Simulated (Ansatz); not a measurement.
What does this script print? It uses Ansatz 0.2.0 through its Python package.

`run_methods.py`:
```python
"""C2H8OSi at several levels of theory."""

import ansatz as az

BASIS = "def2-SVP"

GEOMETRY = """
C     0.14180    1.72000    0.74990
C    -0.41680    0.52500    0.01700
O     0.56070   -0.47320    0.07790
Si    0.37210   -1.93670   -0.62660
H     1.02240    2.11820    0.26240
H    -0.65070    2.58180    0.70580
H     0.34920    1.53770    1.78800
H    -0.58800    0.79830   -1.03480
H    -1.33190    0.19870    0.54230
H     0.05170   -1.74120   -2.04740
H    -0.91840   -2.55160    0.01400
H     1.48490   -2.83230   -0.41450
"""

molecule = az.Crystal.molecule()
for line in GEOMETRY.strip().splitlines():
    symbol, *xyz = line.split()
    molecule = molecule.atom(symbol, [float(v) for v in xyz])

setup = molecule.calculation()
setup = setup.basis(gaussian=BASIS)
setup = setup.accuracy("high")
setup = setup.scf(lower_state_search="off")

methods = ["mp2", "ccsd", "ccsd_t"]
batch = az.Session.batch([setup.correlation(m).input() for m in methods])
reports = sorted(batch.plan().execute().molecular_reports, key=lambda each: each["member"])
print(f"Hartree-Fock reference {reports[0]['reference_energy_ev'] / 27.211386246:.6f} Ha")
best = reports[-1]["free_energy_ev"] - reports[-1]["reference_energy_ev"]
for method, each in zip(methods, reports):
    gained = each["free_energy_ev"] - each["reference_energy_ev"]
    print(f"{method:8s} total {each['free_energy_ev'] / 27.211386246:.6f} Ha  correlation {gained:9.4f} eV  ({100 * gained / best:.1f} % of the last)")
```

```console
$ python run_methods.py
Hartree-Fock reference -443.997457 Ha
mp2      total -444.572034 Ha  correlation  -15.6350 eV  (89.0 % of the last)
ccsd     total -444.627572 Ha  correlation  -17.1463 eV  (97.6 % of the last)
ccsd_t   total -444.643217 Ha  correlation  -17.5720 eV  (100.0 % of the last)
```

The settings weren't tested for convergence. The geometry is a force-field or estimated start, not a minimum of this method, and the basis set is short of its limit. A lower total doesn't mark the better method: functionals have no common bound, and MP2 and coupled cluster aren't variational. Inner cores stay frozen, so this is valence correlation.

(Lines on the test bed's own set-up are left out of the output.)
